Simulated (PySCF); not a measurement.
# BBiH5P: the cost of one run

Programs: PySCF 2.14.0, with routines of our own; each step states its level. All values are computed. Atoms count from 0.

## (1) The starting structure

8 atoms, charge 0, multiplicity 1; geometry from: GFN2-xTB.

## (2) NMR shieldings: PBE0/pcSseg-1 Bi:us-x2c-TZVPall-2c, spin–orbit

What the job is given:

```
{"job": {"kind": "hnmr", "xc": "PBE0", "basis": {"default": "pcSseg-1", "Bi": "us-x2c-TZVPall-2c"}, "rel": "so"}, "charge": 0, "multiplicity": 1}
P      1.656097     0.350892    -0.443127
B      0.261415    -0.801000    -0.107765
Bi    -1.952917    -0.382568    -0.730606
H      1.153949     1.598927    -0.141519
H      2.447165     0.226901     0.682014
H      0.542833    -1.874722     0.267435
H     -1.713437     1.372762    -0.542952
H     -2.386047    -0.481781     0.991955
```

With the program's defaults for keys left out, this is: PBE0/pcSseg-1 Bi:us-x2c-TZVPall-2c GIAO NMR shielding, X2C with spin-orbit coupling, screened-nuclear two-electron part, Gaussian nuclei, gas phase.

The run is started by

```sh
OMP_NUM_THREADS=1 python heavy_run.py task.json out
```

The driver reads the jobs from task.json and runs them one after another.

Q: Estimate the wall time and peak memory of this first job on 1 thread of Arm Neoverse V1, shared host.

About 3.2 min, with a peak of 1.2 GiB.
